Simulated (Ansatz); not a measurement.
RuAu:

```
Ru Au
1.0
     3.16481    0.00000    0.00000
     0.00000    3.16481    0.00000
     0.00000    0.00000    3.16481
Ru Au
1 1
Direct
  0.00000 0.00000 0.00000
  0.50000 0.50000 0.50000
```

The cell was built by a generator and needn't be a form met in nature.

| Item | Value |
| --- | --- |
| Program | Ansatz 0.2.0 |
| Task | single point |
| Functional | PBE |
| Potentials or basis | Ansatz PAW |
| Cutoff | 420 eV (not typed: the program's choice for these potentials) |
| k mesh | 8 × 8 × 8 |
| Occupations | fermi-dirac, width 0.05 eV |
| Spin | no spin polarisation |

On this cell: pressure 0.4 GPa; largest force zero by symmetry; band gap on the k mesh none (metal or under the smearing width).

The same run follows on a disturbed copy (atoms moved at random, drawn with an rms of 0.05 Å):

```
Ru Au
1.0
     3.16481    0.00000    0.00000
     0.00000    3.16481    0.00000
     0.00000    0.00000    3.16481
Ru Au
1 1
Direct
  0.00458 0.99713 0.00412
  0.48540 0.49897 0.49709
```

Question: What does the disturbed cell give?

Answer: The energy (extrapolated to zero smearing) moves by +9.1 meV/atom; pressure 0.8 GPa; largest force 0.554 eV/Å; band gap on the k mesh none (metal or under the smearing width).

Forces in eV/Å, atoms in the order of the input:
```
Ru  -0.517  0.050 -0.192
Au   0.517 -0.050  0.192
```

Stress tensor (GPa, compression positive):
```
 0.57 -0.06  0.24
-0.06  0.86 -0.02
 0.24 -0.02  0.83
```
